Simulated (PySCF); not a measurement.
# C2H8N2OSi2: excited states

Aim: compute the excited states of C2H8N2OSi2 (`CC(=O)N1[SiH2]N[SiH2]1`).

Computed with PySCF 2.14.0 and routines of our own; the level stands in each step. Atoms count from 0.

## 1. The system as given

15 atoms, charge 0, multiplicity 1; geometry from: GFN2-xTB.

## 2. Excited states: TDA wB97X-D/def2-SVP

The job: settings as JSON, then the geometry in Å.

```
{"job": {"kind": "states", "xc": "wB97X-D", "basis": "def2-SVP", "tda": true, "soc": true, "nstates": 8, "ntriplets": 4, "nquad": 4}, "charge": 0, "multiplicity": 1}
C      2.299489    -0.232763    -0.092877
C      1.169870     0.475735     0.624488
O      1.350344     1.264500     1.533595
N     -0.066215     0.184250     0.195618
Si    -1.559250     0.864818     0.851598
N     -2.268468    -0.172508    -0.369076
Si    -0.808018    -0.848858    -1.016353
H      2.281583     0.032982    -1.147368
H      2.168509    -1.308813    -0.005995
H      3.250426     0.060114     0.343624
H     -1.817364     0.437590     2.217369
H     -1.697933     2.286001     0.576609
H     -3.228724    -0.327529    -0.614719
H     -0.600416    -2.266428    -0.740714
H     -0.478247    -0.441101    -2.377710
```

With the program's defaults for keys left out, this is: TDA wB97X-D/def2-SVP excited states, vertical, gas phase, spin-orbit mean-field couplings.

The run is started by

```
OMP_NUM_THREADS=1 python excited_run.py task.json out
```

One launch serves the whole session: the jobs run in the order shown.

Standard output:

```text
coarse grid: 13592 points
cycle   1  E = -844.0364242826  dE =  1.212e+00  |g| = 9.617e-01  |ddm| = 3.941e+00
cycle   2  E = -843.8898137788  dE =  1.466e-01  |g| = 1.353e+00  |ddm| = 2.409e+00
cycle   3  E = -844.2309800207  dE = -3.412e-01  |g| = 1.559e-01  |ddm| = 1.529e+00
cycle   4  E = -844.2355483541  dE = -4.568e-03  |g| = 6.534e-02  |ddm| = 1.654e-01
cycle   5  E = -844.2364521680  dE = -9.038e-04  |g| = 1.027e-02  |ddm| = 6.637e-02
cycle   6  E = -844.2364836236  dE = -3.146e-05  |g| = 3.627e-03  |ddm| = 1.673e-02
cycle   7  E = -844.2364882495  dE = -4.626e-06  |g| = 8.313e-04  |ddm| = 8.473e-03
final grid: 122440 points
cycle   8  E = -844.3503967969  dE = -8.531e-05  |g| = 8.519e-03  |ddm| = 3.988e-02
cycle   9  E = -844.3503960670  dE =  7.298e-07  |g| = 8.980e-03  |ddm| = 1.437e-02
cycle  10  E = -844.3504127742  dE = -1.671e-05  |g| = 7.985e-04  |ddm| = 6.983e-03
cycle  11  E = -844.3504128721  dE = -9.788e-08  |g| = 6.382e-04  |ddm| = 1.164e-03
cycle  12  E = -844.3504129490  dE = -7.692e-08  |g| = 1.111e-04  |ddm| = 8.470e-04
cycle  13  E = -844.3504129528  dE = -3.774e-09  |g| = 3.125e-05  |ddm| = 1.744e-04
cycle  14  E = -844.3504129533  dE = -4.973e-10  |g| = 9.027e-06  |ddm| = 9.459e-05
converged SCF energy = -844.3504129533

Singlet excitations
state   eV       nm        f     d(h-e)  d(exc)  Lambda  PR(NTO)  |dmu|/D   mu/D   main configurations
  1   5.6728   218.6   0.00120   0.777   2.144   0.486   1.007    1.670    2.360   H->L+1 0.97
  2   5.8637   211.4   0.00869   0.433   2.838   0.383   1.018    1.091    3.543   H-1->L 0.82, H-2->L 0.15
  3   6.3509   195.2   0.00002   1.078   3.133   0.439   1.038    3.525    1.475   H-2->L 0.81, H-1->L 0.15
  4   6.5780   188.5   0.00813   2.501   3.784   0.281   1.110    7.344    4.544   H->L 0.91
  5   7.5389   164.5   0.00117   0.481   2.914   0.315   1.016                     H-1->L+2 0.85, H-2->L+2 0.10
  6   7.6777   161.5   0.00036   0.350   2.816   0.361   1.063                     H-1->L+3 0.77, H-2->L+3 0.16
  7   7.8207   158.5   0.27977   0.620   2.898   0.487   1.636                     H-1->L+1 0.61, H-2->L+1 0.12
  8   8.0335   154.3   0.00379   0.535   3.006   0.504   1.052                     H-3->L 0.91

Triplet excitations (Tamm-Dancoff)
state   eV     d(h-e)  d(exc)  Lambda  PR(NTO)   main configurations
  1   5.1647   0.768   2.122   0.486   1.004   H->L+1 0.97
  2   5.5908   0.423   2.770   0.389   1.022   H-1->L 0.75, H-2->L 0.22
  3   5.6650   0.485   2.242   0.555   1.009   H-1->L+1 0.61, H-2->L+1 0.29
  4   6.1632   1.126   3.093   0.434   1.050   H-2->L 0.73, H-1->L 0.21
S1 - T1 = 0.5081 eV

Spin-orbit couplings |<S|Hso|T>| (cm-1)
             T1       T2       T3       T4
S0       51.246    6.986    0.260   20.113
S1        0.036    1.022   36.467    0.142
S2        0.188    0.219    7.035    0.109
S3        0.293    0.302    8.737    0.181
S4       18.707   12.891    0.211   21.760
S5        0.302    4.989    1.589    0.144
S6        0.557   11.911    4.243    1.453
S7       25.887    3.906    0.171   10.390
S8        1.392   11.333    0.724   19.504
T1 sublevels (cm-1): 0.000 0.001 0.366   radiative rates (1/s): 6.95 0.00241 1.27e+03
```

It took 38 s on 1 thread of AMD EPYC 7R43, shared host; peak memory 0.76 GiB.

From this job:

| quantity | value |
| --- | --- |
| S1 less T1 | 0.51 eV |

The fields below are evaluated on a grid from the run's orbitals.

Frontier orbitals at wB97X-D/def2-SVP, with the share of their density that lies nearest to each atom:

| orbital | energy (eV) | lies on |
| --- | --- | --- |
| HOMO | -9.00 | O2 74 %; C0 7 %; N3 7 % |
| LUMO | 1.43 | Si6 19 %; Si4 14 %; H13, H14 about 11 % each |

ELF in a plane through or near 9 of the atoms.

Values, 10 rows by 14 columns:
```
0.00 0.00 0.00 0.00 0.00 0.00 0.00 0.00 0.00 0.00 0.00 0.00 0.00 0.00
0.00 0.00 0.00 0.00 0.01 0.09 0.07 0.00 0.00 0.00 0.00 0.00 0.00 0.00
0.00 0.00 0.00 0.00 0.57 0.86 0.82 0.25 0.04 0.12 0.05 0.00 0.00 0.00
0.00 0.00 0.09 0.06 0.26 0.68 0.72 0.05 0.12 0.10 0.23 0.02 0.00 0.00
0.00 0.00 0.98 1.00 0.57 0.40 0.73 0.62 0.31 0.49 0.43 0.02 0.00 0.00
0.00 0.00 0.37 0.66 0.27 0.42 0.48 0.85 0.18 0.52 0.70 0.73 0.03 0.00
0.00 0.00 0.01 0.12 0.48 0.09 0.19 0.08 0.61 0.86 0.89 0.97 0.16 0.00
0.00 0.00 0.00 0.00 0.01 0.00 0.14 0.39 0.17 0.17 0.04 0.08 0.00 0.00
0.00 0.00 0.00 0.00 0.00 0.00 0.02 0.07 0.06 0.01 0.00 0.00 0.00 0.00
0.00 0.00 0.00 0.00 0.00 0.00 0.00 0.00 0.00 0.00 0.00 0.00 0.00 0.00
```
The map spans 11.6 Å across and 9.4 Å up, centred on the molecule. Atoms in the plane (x, y in Å): C0 (-2.3, 0.0), C1 (-1.1, 0.9), O2 (-1.2, 2.1), N3 (0.1, 0.3), Si4 (1.6, 1.1), N5 (2.2, -0.6), Si6 (0.7, -1.4), H9 (-3.2, 0.5), H12 (3.2, -0.9).

log10 of the density (e/Å³) in the same plane.

Values, 10 rows by 14 columns:
```
-4.0 -4.0 -4.0 -4.0 -4.0 -4.0 -4.0 -4.0 -4.0 -4.0 -4.0 -4.0 -4.0 -4.0
-4.0 -4.0 -4.0 -4.0 -2.8 -1.9 -2.1 -2.8 -2.9 -2.8 -3.1 -3.9 -4.0 -4.0
-4.0 -4.0 -4.0 -3.0 -1.2 -0.1 -0.4 -1.5 -1.8 -1.5 -2.0 -2.9 -4.0 -4.0
-4.0 -3.7 -2.5 -1.8 -0.9  0.7  0.2 -1.0 -0.7 -0.3 -1.1 -2.3 -3.6 -4.0
-4.0 -3.0 -1.2  0.1 -0.1  0.4  0.3  0.4 -0.1  0.7 -0.8 -2.0 -3.4 -4.0
-4.0 -3.1 -1.6 -0.4  1.1 -0.3 -0.3  0.3 -0.4  0.4  0.2 -0.9 -2.6 -4.0
-4.0 -3.8 -2.5 -1.3 -0.6 -1.2 -1.0 -0.1  1.0  0.1  0.1 -0.7 -2.4 -4.0
-4.0 -4.0 -3.7 -2.8 -2.4 -2.3 -1.3 -0.6 -0.6 -1.2 -1.8 -2.3 -3.5 -4.0
-4.0 -4.0 -4.0 -4.0 -4.0 -3.1 -2.2 -1.8 -1.8 -2.5 -3.3 -4.0 -4.0 -4.0
-4.0 -4.0 -4.0 -4.0 -4.0 -4.0 -3.6 -3.2 -3.3 -3.8 -4.0 -4.0 -4.0 -4.0
```
The map spans 11.6 Å across and 9.4 Å up, centred on the molecule. Atoms in the plane (x, y in Å): C0 (-2.3, 0.0), C1 (-1.1, 0.9), O2 (-1.2, 2.1), N3 (0.1, 0.3), Si4 (1.6, 1.1), N5 (2.2, -0.6), Si6 (0.7, -1.4), H9 (-3.2, 0.5), H12 (3.2, -0.9).

On the surface of density 0.002 e/bohr³ the electrostatic potential runs, from the 1st to the 99th percentile, from -2.10 V near O2 to 1.97 V near Si6.

## 3. What came out

| quantity | value |
| --- | --- |
| S1 less T1 (step 2, TDA wB97X-D/def2-SVP) | 0.51 eV |
| surface potential, 1st and 99th percentile | -2.10 V and 1.97 V |

What this shows: In step 2, the number of triplets below S1 is 3, and the largest singlet-triplet spin-orbit coupling is S0–T1, 51.25 cm⁻¹.
